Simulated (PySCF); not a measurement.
F3Si2H3, in a box:

```xyz
8
Lattice="13.0000 0.0000 0.0000 0.0000 13.0000 0.0000 0.0000 0.0000 14.0000" Properties=species:S:1:pos:R:3 pbc="T T T"
F     4.8050    6.5040    8.5106
Si    6.3031    6.9399    8.1495
Si    6.8490    6.2048    5.9798
F     6.7112    4.6220    5.8940
F     5.8324    6.8272    4.9258
H     6.3974    8.4200    8.2267
H     7.2255    6.3323    9.1423
H     8.2210    6.5610    5.5457
```

Base run:

| Quantity | Value |
| --- | --- |
| Program | PySCF 2.14.0 |
| Functional | CAM-B3LYP |
| Dispersion | D3(BJ) |
| Potentials or basis | 6-31g* (all-electron) |
| k mesh | 1 × 1 × 1 |
| Occupations | fixed |
| Spin | no spin polarisation |

Its results: gap between the frontier levels 10.09 eV.

**Question.** The run is repeated on the same cell with these changes: functional from CAM-B3LYP to BHandHLYP. What comes out?

**Answer.** Gap between the frontier levels 9.88 eV.

Caveats: this is a molecule in a periodic box at the Γ point, so its band gap is the HOMO-LUMO gap; the basis of atomic orbitals isn't converged, which shifts pressures, moduli and gaps.

